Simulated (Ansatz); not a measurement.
# CH8BGaGe: basis-set convergence

Aim: see how fast density functionals converge with the basis set for CH8BGaGe.

Method: one geometry, several basis sets; program: Ansatz 0.2.0, Gaussian basis.

Levels to be run: PBE0-D4/def2-SVP; ωB97M-V/def2-SVP; PBE0-D4/def2-QZVPP; ωB97M-V/def2-QZVPP; the functionals' def2-TZVPP values are taken from earlier runs.

## 1. The relaxed structure

All runs share one geometry, relaxed beforehand with PBE0-D4 in a triple-zeta def2 set.

12 atoms, charge 0, spin multiplicity 1.

Atoms are counted from 1 here; the program's logs count them from 0.

Bond lengths: B1–Ga2 2.059 Å, B1–H5 1.199 Å, B1–H6 1.199 Å, Ga2–Ge3 2.461 Å, Ga2–H7 1.578 Å, Ge3–C4 1.964 Å, Ge3–H8 1.547 Å, Ge3–H9 1.548 Å, C4–H10 1.091 Å, C4–H11 1.091 Å, C4–H12 1.091 Å. Angles: Ga2–B1–H5 122.0°, Ga2–B1–H6 121.9°, H5–B1–H6 116.0°, B1–Ga2–Ge3 121.3°, B1–Ga2–H7 123.0°, Ge3–Ga2–H7 115.7°, Ga2–Ge3–C4 114.1°, Ga2–Ge3–H8 110.5°, Ga2–Ge3–H9 108.9°, C4–Ge3–H8 108.7°, C4–Ge3–H9 108.5°, H8–Ge3–H9 105.6°, Ge3–C4–H10 110.4°, Ge3–C4–H11 110.2°, Ge3–C4–H12 110.1°, H10–C4–H11 108.8°, H10–C4–H12 108.9°, H11–C4–H12 108.5°.

Geometry (Å):

```csv
atom,x (Å),y (Å),z (Å)
B1,-0.8935,2.9555,0.6499
Ga2,0.3738,1.3503,0.4128
Ge3,-0.4468,-0.8140,-0.4221
C4,0.8746,-2.2637,-0.3298
H5,-1.1187,3.7247,-0.2413
H6,-1.4889,3.1473,1.6724
H7,1.9172,1.4180,0.7366
H8,-1.7144,-1.2486,0.3506
H9,-0.8928,-0.6478,-1.8952
H10,0.4545,-3.1862,-0.7327
H11,1.1731,-2.4364,0.7048
H12,1.7619,-1.9992,-0.9060
```

## 2. PBE0-D4 in def2-SVP

Contents of in.yaml:

```yaml
crystal:
  periodic: [false, false, false]
  atoms:
    - {symbol: B, position_ang: [-0.893483, 2.955488, 0.649904]}
    - {symbol: Ga, position_ang: [0.373846, 1.350295, 0.412806]}
    - {symbol: Ge, position_ang: [-0.446832, -0.813952, -0.422121]}
    - {symbol: C, position_ang: [0.874595, -2.263700, -0.329811]}
    - {symbol: H, position_ang: [-1.118719, 3.724721, -0.241297]}
    - {symbol: H, position_ang: [-1.488933, 3.147334, 1.672379]}
    - {symbol: H, position_ang: [1.917244, 1.418016, 0.736556]}
    - {symbol: H, position_ang: [-1.714392, -1.248585, 0.350638]}
    - {symbol: H, position_ang: [-0.892849, -0.647829, -1.895157]}
    - {symbol: H, position_ang: [0.454500, -3.186198, -0.732734]}
    - {symbol: H, position_ang: [1.173098, -2.436379, 0.704787]}
    - {symbol: H, position_ang: [1.761904, -1.999191, -0.905951]}
basis:
  gaussian: {orbitals: def2-SVP}
hamiltonian: {xc: pbe0, dispersion: d4}
output: {orbitals: {seedname: orbitals}}
```

The run is started by

```console
$ ansatz run in.yaml --threads 2 --pin off --events-out ev --progress --plain --max-ram 32768MiB --backend cpu
```

Further steps of the session: ωB97M-V in def2-SVP; PBE0-D4 in def2-QZVPP; ωB97M-V in def2-QZVPP.

Q: Predict the results of all the runs planned. Wanted: PBE0-D4: double and triple zeta above quadruple; ωB97M-V: double and triple zeta above quadruple.

As calculated:

| quantity | value |
| --- | --- |
| PBE0-D4: double and triple zeta above quadruple | 18.37, 2.51 eV |
| ωB97M-V: double and triple zeta above quadruple | 18.45, 2.45 eV |

For PBE0-D4 the step from double to triple zeta gains 15.86 eV and the next only 2.51 eV. Total energies overstate the basis error of differences, where much of it tends to cancel.
